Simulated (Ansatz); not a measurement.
# SiN2H5 (SMILES N[SiH]N): U-r2SCAN/def2-SVPD

Aim: the electronic atomisation energy of SiN2H5 at U-r2SCAN/def2-SVPD, from 4 runs. 

The results are computed with Ansatz 0.2.0.

50 further runs of the same task are left out: 50 set aside as unsound or not needed.

## 1. The system as given

SiN2H5: 8 atoms, total charge 0, spin state doublet. SMILES: `N[SiH]N`. Geometry: relaxed at PBE0-D4/def2-TZVP. This is one conformer, not always the lowest.

Bond lengths: N1–Si2 1.713 Å, Si2–N3 1.720 Å, N1–H4 1.008 Å, N1–H5 1.005 Å, Si2–H6 1.504 Å, N3–H7 1.008 Å, N3–H8 1.008 Å. Angles: N1–Si2–N3 106.1°, N1–Si2–H6 117.2°, N3–Si2–H6 103.6°, Si2–N1–H4 122.2°, Si2–N1–H5 121.8°, Si2–N3–H7 120.2°, Si2–N3–H8 119.6°, H4–N1–H5 112.8°, H7–N3–H8 111.5°.

## 2. A single-point energy at U-r2SCAN/def2-SVPD

File input.yaml:

```yaml
basis:
  gaussian:
    orbitals: def2-SVPD
crystal:
  periodic: [false, false, false]
  atoms:
    - {symbol: "N", position_ang: [-1.027000, 0.622100, -0.768300]}
    - {symbol: Si, position_ang: [0.527700, 0.579900, -0.050700]}
    - {symbol: "N", position_ang: [0.789500, -1.052600, 0.425100]}
    - {symbol: H, position_ang: [-1.817900, 0.144500, -0.364600]}
    - {symbol: H, position_ang: [-1.296600, 1.349400, -1.406800]}
    - {symbol: H, position_ang: [0.716400, 1.354100, 1.225100]}
    - {symbol: H, position_ang: [0.730800, -1.794000, -0.255200]}
    - {symbol: H, position_ang: [1.468900, -1.260500, 1.139500]}
magnetization:
  spin_polarized: true
  initial_magnetization: 1
hamiltonian:
  xc: {name: r2SCAN}
accuracy: high
output: {orbitals: {seedname: orbitals}}
```

Run with:

```bash
$ ansatz run input.yaml --threads 1 --pin off --max-ram 3480MiB --events-out events.jsonl --progress --plain --runs-dir runs
```

Output:

```text
Warning: RAYON_NUM_THREADS=1 ignored (pool sized by the plan → 1); use --threads N
Functional definition: r2SCAN
  name "r2SCAN"
  parameter k0 = 0.174
  parameter k1 = 0.065
  parameter a1 = 4.9479
  exchange = r2scan_x(k0 = k0, k1 = k1, a1 = a1)
  correlation = r2scan_c
2133 factors; integrals over basis functions are off by at most 3.5e-9 eV
mean field evaluation 1: about -10920.7297 eV, gradient 5.4e1 eV
mean field evaluation 2: about -10886.8693 eV, gradient 9.3e1 eV
mean field evaluation 4: about -10932.1457 eV, gradient 6.9e0 eV
mean field evaluation 8: about -10932.3581 eV, gradient 3.4e-1 eV
mean field evaluation 16: about -10932.3587 eV, gradient 2.2e-4 eV
mean field -10932.35873757 eV, -401.7567733869 hartree, gradient 9.3e-8 eV, S^2 0.753169; 0 other end points of the search recorded, 0 dependent functions left out
reference -10932.35874085 eV, -401.7567735074 hartree; 17, 16 occupied and 87, 88 virtual orbitals, 2133 factors
Total energy: -10932.35874085 eV, -401.7567735074 hartree
```

Run time: 18 s. Hardware: 1 thread of Arm Neoverse V2, shared host; peak memory 0.46 GiB.

## 3. The H atom

File run.yaml:

```yaml
crystal:
  periodic: [false, false, false]
  atoms:
    - symbol: H
      position_ang: [0.000000, 0.000000, 0.000000]
basis:
  gaussian: {orbitals: def2-SVPD}
magnetization: {spin_polarized: true, initial_magnetization: 1}
hamiltonian: {xc: r2scan}
accuracy: high
```

Run the same way, it converges to -0.49921 Eh (log not shown).

## 4. The N atom at the same level

File molecule.yaml:

```yaml
crystal:
  periodic: [false, false, false]
  atoms:
    - symbol: "N"
      position_ang: [0.000000, 0.000000, 0.000000]
basis:
  gaussian:
    orbitals: def2-SVPD
accuracy: high
magnetization:
  spin_polarized: true
  initial_magnetization: 3
hamiltonian:
  xc: {name: r2SCAN}
```

Run the same way, it converges to -54.51625 Eh (log not shown).

## 5. The Si atom

File job.yaml:

```yaml
crystal:
  periodic: [false, false, false]
  atoms:
    - {symbol: Si, position_ang: [0.000000, 0.000000, 0.000000]}
basis:
  gaussian:
    orbitals: def2-SVPD
magnetization:
  spin_polarized: true
  initial_magnetization: 2
hamiltonian:
  xc: r2scan
accuracy: high
```

Run the same way, it converges to -289.24569 Eh (log not shown).

## 6. What came out

Level: U-r2SCAN/def2-SVPD.

| quantity | value |
| --- | --- |
| molecule: total energy | -401.75677 Eh |
| molecule: HOMO energy (highest over α and β) | -4.22 eV |
| molecule: LUMO energy (lowest over α and β) | -1.81 eV |
| molecule: ⟨S²⟩ | 0.753 |
| H atom: total energy | -0.49921 Eh |
| H atom: ⟨S²⟩ | 0.750 |
| N atom: total energy | -54.51625 Eh |
| N atom: ⟨S²⟩ | 3.756 |
| Si atom: total energy | -289.24569 Eh |
| Si atom: ⟨S²⟩ | 2.009 |
| electronic atomisation energy | 26.736 eV |

What this shows: Taking the molecule apart into free atoms costs 26.74 eV (2580 kJ/mol), before zero-point energy and without spin-orbit coupling.
